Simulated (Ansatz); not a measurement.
# CH4OZn: the cost of one run

Method: RKS PBE/def2-SVP, in Ansatz 0.2.0.

## Step 1: The system as given

Bond lengths: Zn1–O2 1.790 Å, O2–H3 1.010 Å, Zn1–C4 1.980 Å, C4–H5 1.110 Å, C4–H6 1.110 Å, C4–H7 1.110 Å. Angles: Zn1–O2–H3 109.5°, O2–Zn1–C4 180.0°, Zn1–C4–H5 109.5°, Zn1–C4–H6 109.5°, Zn1–C4–H7 109.5°, H5–C4–H6 109.4°, H5–C4–H7 109.4°, H6–C4–H7 109.4°.

Coordinates:

```xyz
7

Zn    0.0000    0.0000    0.0000
O     0.0000    0.0000    1.7900
H    -0.9095   -0.2814    2.1271
C     0.0000    0.0000   -1.9800
H     0.2799   -1.0082   -2.3505
H    -1.0131    0.2617   -2.3505
H     0.7332    0.7465   -2.3505
```

## Step 2: Preparing the start

Contents of input.yaml:

```yaml
crystal:
  periodic: [false, false, false]
  atoms:
    - { symbol: Zn, position_ang: [0.0, 0.0, 0.0] }
    - { symbol: O, position_ang: [0.0, 0.0, 1.79] }
    - { symbol: H, position_ang: [-0.9095, -0.2814, 2.1271] }
    - { symbol: C, position_ang: [0.0, 0.0, -1.98] }
    - { symbol: H, position_ang: [0.2799, -1.0082, -2.3505] }
    - { symbol: H, position_ang: [-1.0131, 0.2617, -2.3505] }
    - { symbol: H, position_ang: [0.7332, 0.7465, -2.3505] }
basis:
  gaussian: { orbitals: def2-SVP }
hamiltonian:
  xc: pbe
relax:
  f_tol: 0.02
  max_steps: 40
```

Launch:

```
ansatz run input.yaml --threads 1 --pin off --max-ram 2048MiB --backend cpu --events-out ev --progress --plain --runs-dir out
```

**Question.** How long does this run take on 1 thread of Arm Neoverse V2, shared host, and how much memory does it need?

About 13 s, with a peak of 0.14 GiB.
